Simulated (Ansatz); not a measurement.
# BCl₂H₆NSi₂: small, medium and large basis sets

How large a basis does BCl₂H₆NSi₂ need? Two functionals are run in growing sets.

Program: Ansatz 0.2.0, Gaussian basis. Level of theory: one geometry, several basis sets. These are calculated values, not measurements.

Plan: PBE0-D4/def2-SVP; ωB97M-V/def2-SVP; PBE0-D4/def2-QZVPP; ωB97M-V/def2-QZVPP; the functionals' def2-TZVPP values are taken from earlier runs.

## Step 1: Structure used throughout

The geometry comes from an earlier relaxation with PBE0-D4 in a triple-zeta def2 set; it is a stationary point, not always the lowest conformer.

SMILES `[SiH3]N([SiH3])B(Cl)Cl`, 12 atoms, charge 0, spin multiplicity 1.

Atoms are counted from 1 here; the program's logs count them from 0.

Bond lengths: Si1–N2 1.766 Å, Si1–H7 1.482 Å, Si1–H8 1.482 Å, Si1–H9 1.482 Å, N2–Si3 1.766 Å, N2–B4 1.402 Å, Si3–H10 1.482 Å, Si3–H11 1.482 Å, Si3–H12 1.482 Å, B4–Cl5 1.765 Å, B4–Cl6 1.765 Å. Angles: N2–Si1–H7 106.8°, N2–Si1–H8 110.4°, N2–Si1–H9 110.4°, H7–Si1–H8 109.5°, H7–Si1–H9 109.5°, H8–Si1–H9 110.1°, Si1–N2–Si3 122.2°, Si1–N2–B4 118.9°, Si3–N2–B4 118.9°, N2–Si3–H10 106.8°, N2–Si3–H11 110.4°, N2–Si3–H12 110.4°, H10–Si3–H11 109.5°, H10–Si3–H12 109.5°, H11–Si3–H12 110.2°, N2–B4–Cl5 121.3°, N2–B4–Cl6 121.3°, Cl5–B4–Cl6 117.3°.

## Step 2: PBE0-D4 in def2-SVP

The input, in.yaml:

```yaml
crystal:
  periodic: [false, false, false]
  atoms:
    - {symbol: Si, position_ang: [-1.081159, -0.789367, 1.015989]}
    - {symbol: N, position_ang: [-0.022293, 0.187429, -0.005742]}
    - {symbol: Si, position_ang: [1.289820, -0.522958, -0.950720]}
    - {symbol: B, position_ang: [-0.230474, 1.572111, -0.069160]}
    - {symbol: Cl, position_ang: [0.789280, 2.608397, -1.069152]}
    - {symbol: Cl, position_ang: [-1.522687, 2.348602, 0.847909]}
    - {symbol: H, position_ang: [-0.626610, -2.193801, 0.884299]}
    - {symbol: H, position_ang: [-2.486057, -0.678897, 0.558362]}
    - {symbol: H, position_ang: [-0.970321, -0.363678, 2.430833]}
    - {symbol: H, position_ang: [1.266578, -1.981117, -0.686849]}
    - {symbol: H, position_ang: [2.594305, 0.036190, -0.525314]}
    - {symbol: H, position_ang: [1.076519, -0.278010, -2.396355]}
basis:
  gaussian: {orbitals: def2-SVP}
hamiltonian: {xc: pbe0, dispersion: d4}
output: {orbitals: {seedname: orbitals}}
```

Started as:

```console
$ ansatz run in.yaml --threads 4 --pin off --events-out ev --progress --plain --max-ram 11315MiB
```

Further steps of the session: ωB97M-V in def2-SVP; PBE0-D4 in def2-QZVPP; ωB97M-V in def2-QZVPP.

Q: Predict the results of all the runs planned. Wanted: PBE0-D4: double and triple zeta above quadruple; ωB97M-V: double and triple zeta above quadruple.

As calculated:

| quantity | value |
| --- | --- |
| PBE0-D4: double and triple zeta above quadruple | 17.98, 1.40 eV |
| ωB97M-V: double and triple zeta above quadruple | 17.90, 1.31 eV |

In words: PBE0-D4 gains 16.57 eV from double to triple zeta, then 1.40 eV more. These are total energies; as a rule much of such shifts cancels in differences, which this series doesn't test.
